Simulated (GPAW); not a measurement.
# PtSe (P-6m2) in GPAW: settings compared

The runs below take PtSe through single point, with r2SCAN, PW91, AM05, BLYP, RPBE.

Program: GPAW 26.7.0. These are calculated values, not measurements. Logs are shortened: lines on timing, memory, paths and dates and some standing lists are left out, and cuts for length are marked. The log counts tension as positive stress, the text compression.

**1. Starting point**

Symmetry: P-6m2, No. 187, hexagonal system. Conventional cell: a = 3.702 Å, b = 3.702 Å, c = 3.613 Å, α = 90.00°, β = 90.00°, γ = 120.00°. Around Pt (site symmetry -6m2) lie 6 Se at 2.80 Å. Se (site symmetry -6m2) is surrounded by 6 Pt at 2.80 Å.

The cell comes from a database or a generator and needn't be the stable form of this composition.

**2. Single point, r2SCAN**

Input file run.py:

```python
from ase import Atoms
from ase.dft.bandgap import bandgap
from ase.io import write
from ase.units import GPa
from gpaw import GPAW, PW

atoms = Atoms(['Pt', 'Se'],
              cell=[[3.7018703299, 0.0, 0.0],
                    [-1.850935165, 3.2059137472, 0.0],
                    [0.0, 0.0, 3.61284203]],
              scaled_positions=[[0.0, 0.0, 0.0],
                                [0.6666666667, 0.3333333333, 0.5]],
              pbc=True)

calc = GPAW(mode=PW(600),
            xc='MGGA_X_R2SCAN+MGGA_C_R2SCAN',
            kpts={'size': (8, 8, 7), 'gamma': True},
            occupations={'name': 'fermi-dirac', 'width': 0.05},
            nbands=22,
            convergence={'density': 1e-05, 'energy': 1e-05},
            maxiter=150,
            txt='gpaw.txt')
atoms.calc = calc
energy = atoms.get_potential_energy()
forces = atoms.get_forces()
stress = atoms.get_stress()
calc.write('gs.gpw')
write('result.traj', atoms)
print(f'Energy: {energy:.6f} eV')
print('Forces (eV/A):')
print(forces.round(4))
print('Stress (GPa):', (stress / GPa).round(3))
print('Fermi level:', round(calc.get_fermi_level(), 4), 'eV')
print(f'Gap: {bandgap(calc)[0]:.4f} eV, direct: {bandgap(calc, direct=True)[0]:.4f} eV')
```

Potentials or basis: GPAW PAW data sets (gpaw-data 1.2.1), pw.

Launch:

```sh
$ OMP_NUM_THREADS=1 python run.py
```

gpaw.txt:

```text
__  _  _
 | _ |_)|_||  |
 |__||  | ||/\| - 26.7.0

Input parameters:
  mode=PW(ecut=600.0),
  convergence={'density': 1e-05, 'energy': 1e-05},
  kpts=MonkhorstPack(size=(8, 8, 7), gamma=True),
  maxiter=150,
  nbands=22,
  occupations=Occupations(name='fermi-dirac', width=0.05),
  xc=XC(name='MGGA_X_R2SCAN+MGGA_C_R2SCAN')

Diagonalizing LCAO Hamiltonian
Converting LCAO to pw mode

            Se

       Pt

Atoms  # Å, Bohr magnetons
|   | symbol |        x |        y |        z |    initial magnetic moments |
|---|--------|----------|----------|----------|-----------------------------|
| 0 |     Pt | 0.000000 | 0.000000 | 0.000000 | ( 0.0000,  0.0000,  0.0000) |
| 1 |     Se | 1.850935 | 1.068638 | 1.806421 | ( 0.0000,  0.0000,  0.0000) |

Unit cell  # Å
| periodic |         x |        y |        z |  lengths |     angles |
|----------|-----------|----------|----------|----------|------------|
|      yes |  3.701870 | 0.000000 | 0.000000 | 3.701870 |  90.000000 |
|      yes | -1.850935 | 3.205914 | 0.000000 | 3.701870 |  90.000000 |
|      yes |  0.000000 | 0.000000 | 3.612842 | 3.612842 | 120.000000 |

Number of symmetries: 12
Symmetry operations  # r_c * U_cc + t_c -> r_c
|    | kind |            matrix            |
|----|------|------------------------------|
|  0 |  σ   |  1, 1, 0,  0,-1, 0,  0, 0, 1 |
|  1 |  C2  |  1, 1, 0,  0,-1, 0,  0, 0,-1 |
|  2 |  E   |  1, 0, 0,  0, 1, 0,  0, 0, 1 |
|  3 |  σ   |  1, 0, 0,  0, 1, 0,  0, 0,-1 |
|  4 |  C3  |  0, 1, 0, -1,-1, 0,  0, 0, 1 |
|  5 |  S3  |  0, 1, 0, -1,-1, 0,  0, 0,-1 |
|  6 |  σ   |  0,-1, 0, -1, 0, 0,  0, 0, 1 |
|  7 |  C2  |  0,-1, 0, -1, 0, 0,  0, 0,-1 |
|  8 |  σ   | -1, 0, 0,  1, 1, 0,  0, 0, 1 |
|  9 |  C2  | -1, 0, 0,  1, 1, 0,  0, 0,-1 |
| 10 |  C3  | -1,-1, 0,  1, 0, 0,  0, 0, 1 |
| 11 |  S3  | -1,-1, 0,  1, 0, 0,  0, 0,-1 |

BZ-sampling:
  Number of BZ points: 448
  Number of IBZ points: 40

  Monkhorst-Pack size: [8, 8, 7]
  Monkhorst-Pack shift: [0.0625, 0.0625, 0.0]

K-points  # in reciprocal-cell coordinates
|     |                                coordinates |     weight |
|-----|--------------------------------------------|------------|
|   0 | (  0.00000000,   0.00000000,   0.00000000) | 0.00223214 |
|   1 | (  0.00000000,   0.00000000,   0.14285714) | 0.00446429 |
|   2 | (  0.00000000,   0.00000000,   0.28571429) | 0.00446429 |
|   3 | (  0.00000000,   0.00000000,   0.42857143) | 0.00446429 |
|   4 | (  0.12500000,   0.00000000,   0.00000000) | 0.01339286 |
|   5 | (  0.12500000,   0.00000000,   0.14285714) | 0.02678571 |
|   6 | (  0.12500000,   0.00000000,   0.28571429) | 0.02678571 |
|   7 | (  0.12500000,   0.00000000,   0.42857143) | 0.02678571 |
|   8 | (  0.25000000,  -0.12500000,   0.00000000) | 0.01339286 |
|   9 | (  0.25000000,  -0.12500000,   0.14285714) | 0.02678571 |
| ... |                                            |            |
|  39 | (  0.50000000,   0.50000000,   0.42857143) | 0.01339286 |

Plane wave coefficients: 1461
Cutoff: 600.0 eV

Spin-components: 1 (collinear spins)
Bands:           22
Projectors:      11
Spin-degeneracy: 2
Datatype:        complex128

Parallelization:
  kpt:    1
  domain: 1
  band:   1

Density:
  Valence electrons: 22.0
  Components: 1
  Grid points: [21 21 21]
  Charge: 0.0  # |e|

Potential:
  Grid points: [21 21 21]

species:
  Pt:
    name:    Platinum
    Z:       78.0
    valence: 16
    core:    62
    charge:  0.0  # [|e|]
    compensation charges:
      type: gauss
      rc: 0.41  # [Å]
      lmax: 2
    cutoffs:
      filter: 2.26  # [Å]
      core: 2.26  # [Å]
    projectors
    | kind |    occ | energy [eV] | rcut [Å] |
    |------|--------|-------------|----------|
    |   6s |  1.000 |      -5.628 |    1.307 |
    |   5p |  6.000 |     -56.051 |    1.371 |
    |   6p |  0.000 |      -0.845 |    1.371 |
    |   5d |  9.000 |      -6.153 |    1.307 |
    |    s |        |      21.583 |    1.307 |
    |    d |        |      21.058 |    1.307 |

    Using partial waves for Pt as LCAO basis

  Se:
    name:    Selenium
    Z:       34.0
    valence: 6
    core:    28
    charge:  0.0  # [|e|]
    compensation charges:
      type: gauss
      rc: 0.27  # [Å]
      lmax: 2
    cutoffs:
      filter: 1.77  # [Å]
      core: 2.67  # [Å]
    projectors
    | kind |    occ | energy [eV] | rcut [Å] |
    |------|--------|-------------|----------|
    |   4s |  2.000 |     -17.277 |    0.847 |
    |   4p |  4.000 |      -6.512 |    1.005 |
    |    s |        |       9.935 |    0.847 |
    |    p |        |      20.699 |    1.005 |
    |    d |        |       0.000 |    0.847 |

    Using partial waves for Se as LCAO basis

Reference energy: -566478.894898  # eV

eigensolver:
  PPCG
  Converge bands: occupied
  niter=2

density mixing:
  MSR1-Mixer
  Pratt-step length: 0.05
  Maximum mixing coefficient: 0.75
  Old densities: 10
  SVD Regularization: 0.005
  Good broyden scale: 1.0
  Trust region scale: 1.0
  Backstep threshold: 4.0
  History deletion threshold: 6.0
  Fourier metric: weight=20.0, sigma=0.015

occupation numbers:
  Fermi-Dirac:
    width: 0.0500  # eV

poisson solver:
  ecut: 4800.0  # eV

xc functional:
  name: MGGA_X_R2SCAN+MGGA_C_R2SCAN with 2 nearest neighbor stencil

convergence criteria:
- Maximum integral of absolute [dens]ity change: 1e-05 electrons / valence electron
- Maximum [total energy] change in last 3 cyles: 1e-05 eV / valence electron
- Maximum integral of absolute [eigenst]ate change: 4e-08 eV^2 / valence electron
maximum number of iterations: 150

SCF iterations
|iter     | |      energy | eigst |  dens |
|---------|-|-------------|-------|-------|
|iter:   1| |  -38.739341 | +0.02 |       |
|iter:   2| |  -33.885296 | -1.45 | -1.38 |
|iter:   3| |  -33.878790 | -2.94 | -1.55 |
|iter:   4| |  -33.882376 | -3.00 | -1.65 |
|iter:   5| |  -33.891345 | -2.98 | -1.86 |
|iter:   6| |  -33.894611 | -3.56 | -2.27 |
|iter:   7| |  -33.894656 | -4.94 | -2.57 |
|iter:   8| |  -33.894551c| -5.25 | -2.71 |
|iter:   9| |  -33.894453c| -6.01 | -2.83 |
|iter:  10| |  -33.894416c| -5.76 | -3.04 |
|iter:  11| |  -33.894417c| -6.52 | -3.59 |
|iter:  12| |  -33.894417c| -8.11c| -4.58 |
|iter:  13| |  -33.894417c| -8.45c| -5.27c|

Converged in 13 steps
Energy contributions relative to reference atoms: (reference = -566478.894898)

Energy contributions:
  Kinetic:          -7.216782
  Coulomb:           5.084798
  Zero:             -0.727176
  External:          0.000000
  Xc:              -31.029656
  Entropy:          -0.011204
  Spinorbit:         0.000000
  ----------------------------
  Free energy:     -33.900019
  Extrapolated:    -33.894417

dipole moment: (-4.345178, -11.766845, -12.065652)  # |e|*Ang

Fermi level: 6.969
Eigenvalues  # (at kpt = [0.000, 0.000, 0.000])
| band index |      eig [eV] | occ [0-2] |
|------------|---------------|-----------|
|          0 |       -46.616 |     2.000 |
|        ... |               |           |
|          2 |       -46.471 |     2.000 |
|          3 |        -8.031 |     2.000 |
|          4 |         3.229 |     2.000 |
|          5 |         3.229 |     2.000 |
|          6 |         3.471 |     2.000 |
|          7 |         4.815 |     2.000 |
|          8 |         4.909 |     2.000 |
|          9 |         4.909 |     2.000 |
|         10 |         7.331 |     0.001 |
|         11 |         7.550 |     0.000 |
|         12 |         7.550 |     0.000 |
|         13 |        14.912 |     0.000 |
|         14 |        15.244 |     0.000 |
|         15 |        15.244 |     0.000 |
|         16 |        20.440 |     0.000 |
|         17 |        20.965 |     0.000 |
|        ... |               |           |
|         21 |        25.778 |     0.000 |

No gap
No difference between direct/indirect transitions

Forces  # eV/Ang
|       x |       y |       z |
|---------|---------|---------|
| 0.00000 | 0.00000 | 0.00000 |  # Pt   0
| 0.00000 | 0.00000 | 0.00000 |  # Se   1

Stress tensor  # eV/Ang^3
|        x |        y |        z |
|----------|----------|----------|
| 0.071806 | 0.000000 | 0.000000 |
| 0.000000 | 0.071806 | 0.000000 |
| 0.000000 | 0.000000 | 0.104258 |

# Writing to gs.gpw (mode='')
```

Run time: 81 s. Hardware: 1 thread of Arm Neoverse V2, shared host; peak memory 0.31 GiB.

Results:

| Item | Value |
| --- | --- |
| Free energy | -33.9000 eV |
| Pressure | -13.2 GPa |
| Band gap on the k mesh | none (metal or under the smearing width) |

Stress tensor (GPa, compression positive):
```
-11.50   0.00   0.00
  0.00 -11.50   0.00
  0.00   0.00 -16.70
```

Levels at points of the mesh, in eV from the Fermi level:
| k point | band 8 | band 9 | band 10 | band 11 | band 12 | band 13 | band 14 | band 15 |
| --- | --- | --- | --- | --- | --- | --- | --- | --- |
| (0.00, 0.00, 0.00) | -2.15 | -2.06 | -2.06 | 0.36 | 0.58 | 0.58 | 7.94 | 8.27 |
| (0.50, 0.50, 0.00) | -2.76 | -2.24 | -1.39 | -1.21 | 1.25 | 3.14 | 6.51 | 9.03 |

Caveat: the PAW data sets were made with another functional, which shifts forces and pressure a little. The run has no spin-orbit coupling, so splittings on Pt are missing.

**3. Single point, PW91**

Changes to run.py since step 2:

```diff
@@ -4,3 +4,5 @@
 from ase.units import GPa
-from gpaw import GPAW, PW
+from gpaw import GPAW, PW, setup_paths
+
+setup_paths.insert(0, '.')
 
@@ -15,3 +17,3 @@
 calc = GPAW(mode=PW(600),
-            xc='MGGA_X_R2SCAN+MGGA_C_R2SCAN',
+            xc='GGA_X_PW91+GGA_C_PW91',
             kpts={'size': (8, 8, 7), 'gamma': True},
```

Potentials or basis: PAW data sets generated in the run's folder for this functional, pw.

Launch:

```sh
$ gpaw-setup -f GGA_X_PW91+GGA_C_PW91 Pt Se
$ OMP_NUM_THREADS=1 python run.py
```

Run time: 24 s. Hardware: 1 thread of Arm Neoverse V2, shared host; peak memory 0.16 GiB.

It converged, with:

* Free energy: -9.3902 eV
* Pressure: -11.2 GPa
* Band gap on the k mesh: none (metal or under the smearing width)

Stress tensor (GPa, compression positive):
```
 -9.62   0.00   0.00
  0.00  -9.62   0.00
  0.00   0.00 -14.45
```

Levels at points of the mesh, in eV from the Fermi level:
| k point | band 7 | band 8 | band 9 | band 10 | band 11 | band 12 | band 13 | band 14 | band 15 | band 16 |
| --- | --- | --- | --- | --- | --- | --- | --- | --- | --- | --- |
| (0.00, 0.00, 0.00) | -3.35 | -2.00 | -1.99 | -1.99 | -0.02 | 0.61 | 0.61 | 7.47 | 7.84 | 7.84 |
| (0.50, 0.50, 0.00) | -3.09 | -2.58 | -2.16 | -1.26 | -1.11 | 1.21 | 2.75 | 6.05 | 8.62 | 9.14 |

**4. Single point, AM05**

Changes to run.py since step 3:

```diff
@@ -17,3 +17,3 @@
 calc = GPAW(mode=PW(600),
-            xc='GGA_X_PW91+GGA_C_PW91',
+            xc='AM05',
             kpts={'size': (8, 8, 7), 'gamma': True},
```

Launch:

```sh
$ gpaw-setup -f AM05 Pt Se
$ OMP_NUM_THREADS=1 python run.py
```

Wall time 24 s (1 thread of Arm Neoverse V2, shared host); peak memory 0.16 GiB.

The run converged. Its results:

```
Free energy            : -9.7407 eV
Pressure               : -16.2 GPa
Band gap on the k mesh : none (metal or under the smearing width)
```

Stress tensor (GPa, compression positive):
```
-14.25   0.00   0.00
  0.00 -14.25   0.00
  0.00   0.00 -20.08
```

Levels at points of the mesh, in eV from the Fermi level:
```
           k point  band 8  band 9  band 10  band 11  band 12  band 13  band 14  band 15
(0.00, 0.00, 0.00)   -2.00   -2.00    -2.00    -0.04     0.63     0.63     7.36     7.78
(0.50, 0.50, 0.00)   -2.58   -2.17    -1.25    -1.11     1.22     2.70     5.99     8.57
```

The run has no spin-orbit coupling, so splittings on Pt are missing.

**5. Single point, BLYP**

Changes to run.py since step 4:

```diff
@@ -17,3 +17,3 @@
 calc = GPAW(mode=PW(600),
-            xc='AM05',
+            xc='BLYP',
             kpts={'size': (8, 8, 7), 'gamma': True},
@@ -22,2 +22,3 @@
             convergence={'density': 1e-05, 'energy': 1e-05},
+            eigensolver='davidson',
             maxiter=150,
```

Launch:

```sh
$ gpaw-setup -f BLYP Pt Se
$ OMP_NUM_THREADS=1 python run.py
```

Run time: 20 s. Hardware: 1 thread of Arm Neoverse V2, shared host; peak memory 0.16 GiB.

The run converged. Its results:

```yaml
Free_energy: -7.9166 eV
Pressure: -4.5 GPa
Band_gap_on_the_k_mesh: none (metal or under the smearing width)
```

Stress tensor (GPa, compression positive):
```
-3.13  0.00  0.00
 0.00 -3.13  0.00
 0.00  0.00 -7.20
```

Levels at points of the mesh, in eV from the Fermi level:
```tsv
k point	band 8	band 9	band 10	band 11	band 12	band 13	band 14	band 15
(0.00, 0.00, 0.00)	-1.99	-1.99	-1.99	0.00	0.58	0.58	7.77	7.97
(0.50, 0.50, 0.00)	-2.57	-2.15	-1.27	-1.11	1.20	2.84	6.14	8.72
```

**6. Single point, RPBE**

Changes to run.py since step 5:

```diff
@@ -4,5 +4,3 @@
 from ase.units import GPa
-from gpaw import GPAW, PW, setup_paths
-
-setup_paths.insert(0, '.')
+from gpaw import GPAW, PW
 
@@ -17,3 +15,3 @@
 calc = GPAW(mode=PW(600),
-            xc='BLYP',
+            xc='RPBE',
             kpts={'size': (8, 8, 7), 'gamma': True},
@@ -22,3 +20,2 @@
             convergence={'density': 1e-05, 'energy': 1e-05},
-            eigensolver='davidson',
             maxiter=150,
```

Potentials or basis: the program's PAW data sets (release 1.2.1) made for this functional, pw.

Launch:

```sh
$ OMP_NUM_THREADS=1 python run.py
```

Wall time 20 s (1 thread of Arm Neoverse V2, shared host); peak memory 0.16 GiB.

It converged, with:

* Free energy: -8.3940 eV
* Pressure: -9.0 GPa
* Band gap on the k mesh: none (metal or under the smearing width)

Stress tensor (GPa, compression positive):
```
 -7.44   0.00   0.00
  0.00  -7.44   0.00
  0.00   0.00 -11.97
```

Levels at points of the mesh, in eV from the Fermi level:
```tsv
k point	band 8	band 9	band 10	band 11	band 12	band 13	band 14	band 15
(0.00, 0.00, 0.00)	-2.01	-1.99	-1.99	0.07	0.60	0.60	7.45	7.82
(0.50, 0.50, 0.00)	-2.60	-2.16	-1.27	-1.13	1.21	2.80	6.07	8.61
```

**7. Overview**

```csv
level,potentials or basis,eigensolver,gap on the mesh (eV),pressure (GPa)
r2SCAN,"GPAW PAW data sets (gpaw-data 1.2.1), pw",-,none,-13.2
PW91,"PAW data sets generated in the run's folder for this functional, pw",-,none,-11.2
AM05,"PAW data sets generated in the run's folder for this functional, pw",-,none,-16.2
BLYP,"PAW data sets generated in the run's folder for this functional, pw",davidson,none,-4.5
RPBE,"the program's PAW data sets (release 1.2.1) made for this functional, pw",-,none,-9.0
```

Alike in all rows: task single point; no spin polarisation; cell as given; k mesh 8 × 8 × 7; cutoff (eV) 600; smearing fermi-dirac 0.05 eV.

Caveats: the PAW data sets were made with another functional, which shifts forces and pressure a little (some runs).

Absolute energies hang on the potentials; compare differences alone.
